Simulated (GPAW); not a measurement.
Crystal: MoN2.

```
Mo N
1.0
     4.34805    0.00000    0.00000
     0.00000    4.34805    0.00000
     0.00000    0.00000    2.76746
Mo N
2 4
Direct
  0.00000 0.00000 0.00000
  0.50000 0.50000 0.00000
  0.61165 0.88835 0.50000
  0.38835 0.11165 0.50000
  0.11165 0.61165 0.50000
  0.88835 0.38835 0.50000
```

Measurements of this composition are mostly on another form, of space group No. 160.

Base run:

| Item | Value |
| --- | --- |
| Program | GPAW 26.7.0 |
| Functional | LDA |
| Potentials or basis | the program's PAW data sets (release 1.2.1) made for this functional |
| Cutoff | 600 eV |
| Basis | pw |
| k mesh | 5 × 5 × 8 |
| Occupations | fermi-dirac, width 0.05 eV |
| Spin | no spin polarisation |

Its results: pressure -34.0 GPa; largest force 0.020 eV/Å.

Task: The run is repeated on the same cell with these changes: cutoff from 600 eV to 800 eV; k mesh from 5 × 5 × 8 to 4 × 4 × 6. What comes out?

Result: Pressure -23.6 GPa; largest force 0.049 eV/Å.

Caveats: some runs use coarse meshes; the cutoff is short for stress and forces, so pressures can be off by a GPa or more (some runs); a pressure of tens of GPa on the cell as given is suspect, and the run, the potentials or the cell itself is likely at fault (some runs).
